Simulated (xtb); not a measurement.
**C3H9B (trimethylborane) at GFN-FF**

Aim: a geometry optimisation of C3H9B (trimethylborane). 

Program for the calculation: xtb 6.7.1 later snapshot.

5 further runs of the same task are left out: 5 set aside as unsound or not needed.

### 1 Starting point

The species is C3H9B (13 atoms), meant as a singlet with charge 0. As SMILES, `CB(C)C`. All atoms were displaced at random from a relaxed shape. The run starts from this shape.

Bond lengths: C1–B2 1.666 Å, B2–C3 1.681 Å, B2–C4 1.481 Å, C1–H5 1.118 Å, C1–H6 1.009 Å, C1–H7 1.187 Å, C3–H8 1.040 Å, C3–H9 1.167 Å, C3–H10 1.086 Å, C4–H11 1.214 Å, C4–H12 1.087 Å, C4–H13 1.046 Å. Some angles: C1–B2–C3 122.1°, C1–B2–C4 123.2°, C3–B2–C4 114.5°, B2–C1–H5 105.5°, B2–C1–H6 114.4°, B2–C1–H7 107.8°, B2–C3–H8 109.6°, B2–C3–H9 109.8°, B2–C3–H10 106.5°, B2–C4–H11 109.2°.

### 2 A structure relaxation at GFN-FF

File struc.tmol:

```
$coord
     -1.853329999465      2.401312781084     -0.918293513001  c
     -0.106807320564     -0.041857433660      0.026323884916  b
      2.335247955768      0.304170317020      2.029471371542  c
     -0.442611652910     -2.639418272787     -0.959357261689  c
     -1.487214460080      2.590039729151     -2.989830188077  h
     -1.384148797243      4.063818236485     -0.110246622111  h
     -3.992273205407      1.948345429012     -0.418158596857  h
      2.010158370548     -0.755096764878      3.653086263298  h
      2.564226070288      2.429772056521      2.568175597889  h
      4.032902317086     -0.136211459063      0.962494207056  h
     -0.287087192853     -2.605516586112     -3.248439208232  h
     -2.340104551908     -3.332475328994     -0.588233948074  h
      0.814245192579     -4.086041415711     -0.472960654471  h
$end
```

The run is started by

```console
$ xtb struc.tmol --gff --opt normal --parallel 1 > out.txt 2> xtb.err
```

**Question.** What will come out? Wanted: steric energy; dipole moment; dispersion energy.

Computed results:

At GFN-FF:

| quantity | value |
| --- | --- |
| steric energy (arbitrary zero) | -1.68710 Eh |
| dipole moment (from atomic charges) | 0.02 D |
| dispersion energy | -13.52 kJ/mol |

What this shows: At the final geometry: Bond lengths: C1–B2 1.571 Å, B2–C3 1.571 Å, B2–C4 1.570 Å, C1–H5 1.087 Å, C1–H6 1.087 Å, C1–H7 1.087 Å, C3–H8 1.087 Å, C3–H9 1.087 Å, C3–H10 1.087 Å, C4–H11 1.087 Å, C4–H12 1.087 Å, C4–H13 1.087 Å. Some angles: C1–B2–C3 120.5°, C1–B2–C4 119.6°, C3–B2–C4 119.8°, B2–C1–H5 109.7°, B2–C1–H6 111.2°, B2–C1–H7 109.7°, B2–C3–H8 109.7°, B2–C3–H9 111.2°, B2–C3–H10 109.7°, B2–C4–H11 110.0°. The optimisation took 12 steps and changed the energy by -0.930 eV.
